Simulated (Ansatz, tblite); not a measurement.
# C14H9Br: a ladder of methods and basis sets

One table from this session's results is given with a row withheld; the runs are named, their logs left out.

Computed with Ansatz 0.2.0, Gaussian basis. Level: as each input shows.

Plan: GFN1-xTB, GFN2-xTB, PBE-D4/def2-TZVP, r2SCAN-D4/def2-TZVP, PBE-D4/def2-SVP, PBE0-D4/def2-SVP, HF/STO-3G, MP2/def2-SVP.

5 further runs of the same task are left out: 5 that didn't finish.

**The relaxed structure**

The geometry is that of the singlet, from an earlier relaxation (PBE0-D4/def2-SVP).

SMILES `Brc1cccc2cc3ccccc3cc12`, 24 atoms, charge 0, spin multiplicity 1.

Bond lengths: Br1–C2 1.889 Å, C2–C3 1.369 Å, C2–C15 1.434 Å, C3–C4 1.420 Å, C3–H16 1.091 Å, C4–C5 1.367 Å, C4–H17 1.092 Å, C5–C6 1.426 Å, C5–H18 1.093 Å, C6–C7 1.398 Å, C6–C15 1.444 Å, C7–C8 1.397 Å, C7–H19 1.093 Å, C8–C9 1.427 Å, C8–C13 1.439 Å, C9–C10 1.369 Å, C9–H20 1.093 Å, C10–C11 1.423 Å and more. Angles: Br1–C2–C3 118.3°, Br1–C2–C15 119.8°, C3–C2–C15 121.9°, C2–C3–C4 120.2°, C2–C3–H16 119.7°, C4–C3–H16 120.1°, C3–C4–C5 120.5°, C3–C4–H17 119.0°, C5–C4–H17 120.5°, C4–C5–C6 120.8°, C4–C5–H18 120.7°, C6–C5–H18 118.5°, C5–C6–C7 121.3°, C5–C6–C15 119.6°, C7–C6–C15 119.1°, C6–C7–C8 122.0°, C6–C7–H19 118.8°, C8–C7–H19 119.2° and more.

PBE0-D4/def2-TZVP was run before; its log isn't repeated, and its numbers join the tables.

Set-up of the first run:

Tight binding, by tblite at 300 K electronic temperature and without a spin-polarisation term:

```python
tblite.interface.Calculator('GFN1-xTB', numbers, positions, charge=0, uhf=0).singlepoint()
```

Tight binding, by tblite at 300 K electronic temperature and without a spin-polarisation term:

```python
tblite.interface.Calculator('GFN2-xTB', numbers, positions, charge=0, uhf=0).singlepoint()
```

start.molden holds the orbitals of an earlier run on this state, given as this run's starting guess.

File in.yaml:

```yaml
crystal:
  periodic: [false, false, false]
  atoms:
    - {symbol: Br, position_ang: [-2.746702, 3.092710, -0.256791]}
    - {symbol: C, position_ang: [-2.557822, 1.214499, -0.178834]}
    - {symbol: C, position_ang: [-3.689922, 0.445650, -0.210998]}
    - {symbol: C, position_ang: [-3.592698, -0.970062, -0.154767]}
    - {symbol: C, position_ang: [-2.372010, -1.579020, -0.068313]}
    - {symbol: C, position_ang: [-1.173098, -0.807869, -0.032735]}
    - {symbol: C, position_ang: [0.081865, -1.418168, 0.055426]}
    - {symbol: C, position_ang: [1.264748, -0.675333, 0.091139]}
    - {symbol: C, position_ang: [2.549794, -1.289268, 0.180800]}
    - {symbol: C, position_ang: [3.687708, -0.529649, 0.213477]}
    - {symbol: C, position_ang: [3.609366, 0.890326, 0.158587]}
    - {symbol: C, position_ang: [2.394877, 1.515472, 0.072260]}
    - {symbol: C, position_ang: [1.184842, 0.760012, 0.035466]}
    - {symbol: C, position_ang: [-0.067878, 1.375413, -0.052760]}
    - {symbol: C, position_ang: [-1.250517, 0.632829, -0.088634]}
    - {symbol: H, position_ang: [-4.667493, 0.924691, -0.280129]}
    - {symbol: H, position_ang: [-4.508534, -1.564549, -0.181830]}
    - {symbol: H, position_ang: [-2.293391, -2.667914, -0.025064]}
    - {symbol: H, position_ang: [0.135448, -2.509542, 0.097373]}
    - {symbol: H, position_ang: [2.607127, -2.379994, 0.222981]}
    - {symbol: H, position_ang: [4.665909, -1.011436, 0.282229]}
    - {symbol: H, position_ang: [4.528358, 1.480528, 0.185819]}
    - {symbol: H, position_ang: [2.331415, 2.605751, 0.029986]}
    - {symbol: H, position_ang: [-0.121391, 2.464922, -0.094700]}
basis:
  gaussian: {orbitals: def2-TZVP, initial_orbitals: start.molden}
hamiltonian: {xc: pbe, dispersion: d4}
scf: {omitted_lower_state_checks: [starts]}
output: {forces: true, orbitals: {seedname: orbitals}}
```

Started as:

```
$ ansatz run in.yaml --threads 4 --pin off --events-out ev --progress --plain --max-ram 6963MiB
```

Among the steps run: PBE-D4/def2-TZVP; r2SCAN-D4/def2-TZVP; PBE-D4/def2-SVP; PBE0-D4/def2-SVP; HF/STO-3G; MP2/def2-SVP.

One of the session's tables, all rows but one given; the rest of the session is left out.

It belongs to the step «Binding energy». 

```
              level  binding an atom (eV)
          HF/STO-3G                 4.476
        HF/def2-SVP                 3.974
    PBE-D4/def2-SVP                 5.606
   PBE-D4/def2-TZVP                     ?
r2SCAN-D4/def2-TZVP                 5.338
   PBE0-D4/def2-SVP                 5.488
  PBE0-D4/def2-TZVP                 5.401
       MP2/def2-SVP                 5.256
```

Estimate the missing values for PBE-D4/def2-TZVP.

The run gave: binding an atom (eV): 5.520. In the column «binding an atom (eV)» it lies between PBE0-D4/def2-SVP (5.488) and PBE-D4/def2-SVP (5.606).

Caveats from the session: Free atoms were run apart at each level; binding is atoms less cluster, divided by the number of atoms, without zero-point or spin-orbit terms.
